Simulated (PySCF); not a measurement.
The system is O2TiF2H2, in a box.

```
O Ti F H
1.0
    14.00000    0.00000    0.00000
     0.00000   12.00000    0.00000
     0.00000    0.00000   12.00000
O Ti F H
2 1 2 2
Direct
  0.40781 0.55950 0.60070
  0.59645 0.46737 0.58186
  0.49369 0.50762 0.50465
  0.44736 0.39387 0.42949
  0.52297 0.60963 0.40497
  0.34445 0.58911 0.59450
  0.65741 0.43615 0.56327
```

Base run:

| Property | Result |
| --- | --- |
| Program | PySCF 2.14.0 |
| Functional | TM |
| Potentials or basis | def2-svp (all-electron) |
| k mesh | 1 × 1 × 1 |
| Occupations | fixed |
| Spin | no spin polarisation |

Its results: gap between the frontier levels 5.12 eV.

Problem. After a change of settings the same cell gave: gap between the frontier levels 4.95 eV. Which change was it?
A. functional from TM to B3LYP5; dispersion from none to D3(BJ)
B. functional from TM to N12; dispersion from none to D3
C. functional from TM to PBE

Solution. C.

TM gives the wider gap, since meta-GGAs in the generalised Kohn-Sham scheme recover part of the derivative discontinuity.

Caveats: this is a molecule in a periodic box at the Γ point, so its band gap is the HOMO-LUMO gap; the basis of atomic orbitals isn't converged, which shifts pressures, moduli and gaps.
